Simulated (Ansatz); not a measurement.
TiPd, space group Pmma, a phonon calculation by linear response

With the Python package of Ansatz (0.2.0).

The script reads `tipd.xyz`:
```text
4
Lattice="4.57045186 0.0 0.0 0.0 2.77508999 0.0 0.0 0.0 4.8757813" Properties=species:S:1:pos:R:3 pbc="T T T"
Ti    1.14261297    0.00000000    3.42512841
Ti    3.42783890    0.00000000    1.45065289
Pd    1.14261297    1.38754500    0.90984263
Pd    3.42783890    1.38754500    3.96593867
```

Notebook, run cell by cell (the value of a cell's last expression is shown):

```python
from pathlib import Path
import warnings

import ansatz
import numpy as np

warnings.simplefilter("ignore", ansatz.DeckWarning)
```

```python
cell = ansatz.Crystal.from_extxyz("tipd.xyz")
```

```python
model = (
    cell.calculation()
    .functional("pbesol")
    .basis(41 * ansatz.Ry)
    .occupations("cold")
    .kpoints(8, 12, 6)
    .phonons("dfpt", points=[(0, 0, 0), (0.5, 0.5, 0)])
)
outcome = model.run(runs_dir="runs")
ph = outcome.phonons
```

```python
for q in ph.qpoints:
    thz = np.asarray(q.omega_inv_cm) / 33.35641
    print("q = ({:.2f}, {:.2f}, {:.2f})".format(*q.q_frac), np.round(thz, 2) + 0.0, "THz")
```

    q = (0.00, 0.00, 0.00) [0.   0.   0.   2.35 2.56 3.03 3.97 4.57 5.21 5.38 6.64 7.01] THz
    q = (0.50, 0.50, 0.00) [2.93 2.93 3.11 3.11 3.76 3.76 5.8  5.8  6.45 6.45 7.99 7.99] THz

What to keep in mind:
- The cell isn't relaxed first, so the values belong to this volume.
- This cell is a computed structure, which may not be the phase found in nature.
- The structure is taken as given; imaginary modes can come from an unrelaxed or unstable start. Phonons of metals also depend on mesh and smearing.
- Wall time of the script: 5.8 min on 1 thread of AMD EPYC 9R14 (Zen 4), with other jobs on the host, peak memory 1.6 GiB.
